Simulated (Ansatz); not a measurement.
# CH6SSiSn: the cost of one run

Method: RKS r2SCAN-D4/def2-SVP, in Ansatz 0.2.0.

### Step 1. The system as given

Bond lengths: C1–Si2 1.815 Å, Si2–S3 2.128 Å, C1–Sn4 2.166 Å, S3–Sn4 2.394 Å, C1–H5 1.158 Å, C1–H6 1.150 Å, Si2–H7 1.453 Å, Si2–H8 1.470 Å, Sn4–H9 1.804 Å, Sn4–H10 1.691 Å. Angles (14 of 19 angles, heavy atoms first): C1–Si2–S3 95.6°, Si2–C1–Sn4 99.8°, Si2–S3–Sn4 84.8°, C1–Sn4–S3 79.8°, C1–Si2–H7 112.3°, C1–Si2–H8 111.4°, S3–Si2–H7 110.2°, S3–Si2–H8 109.5°, Si2–C1–H5 112.5°, Si2–C1–H6 113.8°, Sn4–C1–H5 111.4°, Sn4–C1–H6 112.2°, C1–Sn4–H9 110.0°, C1–Sn4–H10 112.4°.

Structure file:

```xyz
10

C    -0.7874    0.3327   -0.2647
Si   -0.3495   -1.4285   -0.2989
S     1.6137   -1.1706    0.4816
Sn    1.0603    1.1584    0.5082
H    -1.0284    0.7505   -1.3180
H    -1.6871    0.5746    0.4102
H    -1.1555   -2.2141    0.6206
H    -0.2664   -1.9334   -1.6775
H     0.8055    1.7847    2.1804
H     1.8779    2.0945   -0.6389
```

### Step 2. Relaxing end A

input.yaml reads:

```yaml
crystal:
  periodic: [false, false, false]
  atoms:
    - { symbol: C, position_ang: [-0.7874, 0.3327, -0.2647] }
    - { symbol: Si, position_ang: [-0.3495, -1.4285, -0.2989] }
    - { symbol: S, position_ang: [1.6137, -1.1706, 0.4816] }
    - { symbol: Sn, position_ang: [1.0603, 1.1584, 0.5082] }
    - { symbol: H, position_ang: [-1.0284, 0.7505, -1.318] }
    - { symbol: H, position_ang: [-1.6871, 0.5746, 0.4102] }
    - { symbol: H, position_ang: [-1.1555, -2.2141, 0.6206] }
    - { symbol: H, position_ang: [-0.2664, -1.9334, -1.6775] }
    - { symbol: H, position_ang: [0.8055, 1.7847, 2.1804] }
    - { symbol: H, position_ang: [1.8779, 2.0945, -0.6389] }
basis:
  gaussian: { orbitals: def2-SVP }
hamiltonian:
  xc: r2scan
  dispersion: d4
relax:
  f_tol: 0.02
  max_steps: 50
```

Command:

```console
ansatz run input.yaml --threads 2 --pin off --max-ram 3072MiB --backend cpu --events-out ev --progress --plain --runs-dir out
```

Q: Estimate wall time and peak memory on 2 threads of Intel Xeon 6975P-C (Granite Rapids), shared host.

About 16 s, with a peak of 0.19 GiB.
